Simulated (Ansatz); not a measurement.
# Al: a tetragonal deformation path

The task here is to estimate one member of a computed series from the others.

Program: Ansatz 0.2.0. Level of theory: DFT r2SCAN, scalar-relativistic, plane waves, PAW. These are calculated values, not measurements.

## The starting structure

The structure is cubic, space group Im-3m (No. 229). Conventional cell: a = 3.182 Å, b = 3.182 Å, c = 3.182 Å, α = 90.00°, β = 90.00°, γ = 90.00°. Around Al (site symmetry m-3m) lie 8 Al at 2.76 Å.

As a file:

```
Al
1.0
    -1.59122    1.59122    1.59122
     1.59122   -1.59122    1.59122
     1.59122    1.59122   -1.59122
Al
1
Direct
  0.00000 0.00000 0.00000
```

It goes back to an entry of the Materials Project, which need not be the stable form.

No relaxation comes first: the listed cell is the starting point.

## The reference cell

Reference values: F = -540.2994 eV; pressure 0.49 GPa; largest force 0.000 eV/Å; gap on the mesh none (metal). It was computed beforehand with the settings of the runs below.

Set-up of the first run:

At fixed volume and fractional coordinates, lengths along (0.000, 0.000, 1.000) are scaled against those across it; ρ is that ratio over its starting value.

Input file input.yaml:

```yaml
crystal:
  lattice:
    - [-1.7861725054, 1.7861725054, 1.2628239613]
    - [1.7861725054, -1.7861725054, 1.2628239613]
    - [1.7861725054, 1.7861725054, -1.2628239613]
  atoms:
    - { symbol: Al, position: [0.0, 0.0, 0.0] }
basis:
  ecutwfc: 500
kpoints:
  mp_grid: { grid: [24, 24, 24] }
hamiltonian:
  xc: r2scan
scf:
  occupations: { method: gaussian, width: 0.15 }
output:
  forces: true
  stress: true
  eigenvalues: true
```

On the command line:

```bash
> ansatz run input.yaml --threads 1 --pin off --max-ram 2560MiB --backend cpu --events-out ev --progress --plain --runs-dir out
```

Among the steps run: ρ = 0.707; ρ = 1.414; Point ρ = 0.850; ρ = 1.200; At ρ = 0.780; ρ = 1.300; ρ = 0.920; At ρ = 1.100; At ρ = 0.650; At ρ = 1.500; Point ρ = 0.960; ρ = 1.050.

One of the session's tables, all rows but one given; the rest of the session is left out.

It belongs to the step «The scan collected». Collected from the runs (energy zero: the undisturbed cell):

| ρ | ΔE (meV/atom) | pressure (GPa) |
| --- | --- | --- |
| 0.650 | 216.3 | 10.8 |
| 0.707 | 56.6 | 5.3 |
| 0.780 | -10.9 | 2.0 |
| 0.850 | -17.7 | 0.9 |
| 0.920 | -7.1 | 0.5 |
| 0.960 | -2.1 | 0.5 |
| 1.000 | 0.0 | 0.5 |
| 1.050 | -4.0 | 0.4 |
| 1.100 | -14.5 | 0.4 |
| 1.200 | ? | ? |
| 1.300 | -96.8 | -0.6 |
| 1.414 | -112.0 | -1.2 |
| 1.500 | -104.5 | -0.8 |

Q: Estimate the row for ρ = 1.200 from the others.

Worked estimate for «ΔE (meV/atom)». A straight line through the neighbours (1.100, -14.5) and (1.300, -96.8) gives -14.5 + (-96.8 + 14.5) × (1.200 − 1.100) / (1.300 − 1.100) = -55.6; a parabola fitted to 4 rows on both sides gives -62.6.

As computed: ΔE (meV/atom): -57.2; pressure (GPa): 0.0. In «ΔE (meV/atom)» the line misses by +1.6 and the parabola by -5.4.
